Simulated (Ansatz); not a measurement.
# ZnS7: the cost of one run

Program: Ansatz 0.2.0. Level of theory: DFT PBE, scalar-relativistic, plane waves, PAW, unless a step names another level. These are calculated values, not measurements.

5 further runs of the same task are left out: 3 that didn't finish, 2 set aside as unsound or not needed.

## 1. Starting point

The structure is monoclinic, space group P2 (No. 3). The conventional cell has a = 4.508 Å, b = 5.421 Å, c = 11.506 Å, α = 90.00°, β = 95.88°, γ = 90.00°. Zn (site symmetry 2) is surrounded by 2 S at 2.19 Å. Around S (site symmetry 1) lie 2 S at 2.05 to 2.09 Å. S (site symmetry 1) has 2 S at 2.05 to 2.08 Å as nearest neighbours. Around S (site symmetry 1) lie 1 S at 2.09 Å and 1 Zn at 2.19 Å. S (site symmetry 2) has 2 S at 2.08 Å as nearest neighbours.

Structure file:

```xyz
8
Lattice="4.5080 0.0000 0.0398 0.0000 5.4212 0.0000 -1.2790 0.0000 11.4351" Properties=species:S:1:pos:R:3 pbc="T T T"
Zn    0.0000    4.1971    0.0000
S     3.6440    2.9517    3.0611
S     0.4005    3.8571    4.3584
S     2.9947    4.3256    1.6190
S    -0.4150    2.9517    8.4138
S     2.8285    3.8571    7.1165
S     0.2344    4.3256    9.8559
S    -0.6395    5.0421    5.7175
```

It came out lowest among 27 distinct ends of the trial cells. At a tolerance of 0.02 Å it has space group P2 (No. 3).

## 2. Tight relaxation for the response runs, on the response runs' mesh and smearing

input.yaml reads:

```yaml
crystal:
  lattice:
    - [4.5080013531, 0.0, 0.0397953422]
    - [0.0, 5.4211796978, 0.0]
    - [-1.2789752741, 0.0, 11.4350699252]
  atoms:
    - { symbol: Zn, position: [0.0, 0.7741968038, 0.0] }
    - { symbol: S, position: [0.8834145036, 0.5444763465, 0.2646198434] }
    - { symbol: S, position: [0.1967772635, 0.7114845039, 0.3804572715] }
    - { symbol: S, position: [0.7037704772, 0.797906881, 0.1391318404] }
    - { symbol: S, position: [0.1165854964, 0.5444763465, 0.7353801566] }
    - { symbol: S, position: [0.8032227365, 0.7114845039, 0.6195427285] }
    - { symbol: S, position: [0.2962295228, 0.797906881, 0.8608681596] }
    - { symbol: S, position: [0.0, 0.9300677334, 0.5] }
basis:
  ecutwfc: 420
kpoints:
  mp_grid: { grid: [6, 6, 4] }
hamiltonian:
  xc: pbe
scf:
  occupations: { method: fixed }
output:
  forces: true
  stress: true
  eigenvalues: true
  write_density: true
  write_potential: true
  elf: true
  volumetric_format: npy
relax:
  adjacent_minimum: "off"
  f_tol: 0.001
  max_steps: 60
  cell: { stress_tol: 0.01 }
```

Run with:

```
> ansatz run input.yaml --threads 3 --pin off --max-ram 7680MiB --backend cpu --events-out ev --progress --plain --runs-dir out
```

Q: Estimate wall time and peak memory on 3 threads of Arm Neoverse V2, shared host.

About 2.9 min, with a peak of 0.79 GiB.
